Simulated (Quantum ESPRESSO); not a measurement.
Crystal: NbTe.

```
CELL_PARAMETERS angstrom
3.70297 0.00000 0.00000
-1.85149 3.20687 0.00000
0.00000 0.00000 3.69421
ATOMIC_POSITIONS crystal
Te 0.66667 0.33333 0.00000
Nb 0.00000 0.00000 0.50000
```

The cell comes from a database or a generator and needn't be the stable form of this composition.

Base run:

| Quantity | Value |
| --- | --- |
| Program | Quantum ESPRESSO 7.5 |
| Functional | PBEsol |
| Potentials or basis | GBRV 1.5 PBEsol |
| Cutoff | 612 eV |
| Density cutoff | 4898 eV |
| k mesh | 8 × 8 × 7 |
| Occupations | fermi-dirac, width 0.05 eV |
| Spin | no spin polarisation |
| Hubbard terms | Nb d U = 3 eV |

Its results: band gap on the k mesh none (metal or under the smearing width); pressure -8.2 GPa.

**Question.** The run is repeated on the same cell with these changes: hubbard terms from Nb d U = 3 eV to Nb d U = 8 eV. What comes out?

**Answer.** Band gap on the k mesh none (metal or under the smearing width); pressure -14.1 GPa.

Caveats: U without spin polarisation on a metal has little footing; the U is typed as a test and isn't derived for this compound.
